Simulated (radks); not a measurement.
# Ca⁴⁺ in [Ne] 3s2 3p4: an all-electron calculation

An exercise on one series of results from a longer session: the logs are not shown, and one member is left open.

Method: scalar-relativistic Kohn-Sham, SCAN, spin-polarised, spherical densities, finite nucleus; open shells are filled with parallel spins first. Code: radks (a radial shooting solver on a logarithmic mesh, Libxc functionals) version 1.

## The system

- element: calcium (Z = 20)
- charge: +4
- electrons: 16
- configuration: [Ne] 3s2 3p4
- nuclear rms radius: 3.4776 fm

Outer shells as boxes (Hund's rule):

Ca⁴⁺
```
[Ne] core
3s [↑↓]
3p [↑↓][↑ ][↑ ]
```

The first run:

Input:

```text
Z 20
configuration [Ne] 3s2 3p4
relativity scalar-relativistic
functional scan,scan
spin polarised
nucleus finite rms 3.4776 fm
c 137.035999084
```

Command:

```console
$ python run_ks.py task.json out
```

The same process makes all the runs of this session.

One table of the session follows, with a row left open; its other results are not shown here.

It belongs to the step «Shells». From the orbitals of this run (lengths in bohr):

| level | <r> | outermost maximum (interpolated) | 90 % within | nodes |
| --- | --- | --- | --- | --- |
| 1s up | 0.07687 | 0.0503 | 0.137 | 0 |
| 1s down | ? | ? | ? | ? |
| 2s up | 0.3624 | 0.299 | 0.564 | 1 |
| 2s down | 0.3624 | 0.299 | 0.563 | 1 |
| 2p up | 0.3263 | 0.246 | 0.538 | 0 |
| 2p down | 0.3264 | 0.247 | 0.537 | 0 |
| 3s up | 1.095 | 0.968 | 1.62 | 2 |
| 3s down | 1.104 | 0.971 | 1.64 | 2 |
| 3p up | 1.155 | 1.00 | 1.74 | 1 |
| 3p down | 1.168 | 1.01 | 1.77 | 1 |

Estimate the missing values for 1s down.

As computed: <r>: 0.07685; outermost maximum (interpolated): 0.0503; 90 % within: 0.137; nodes: 0. In the column «<r>» it is the lowest.

Caveats from the session: Open shells are spherical and high-spin; term and fine-structure splittings are not resolved.
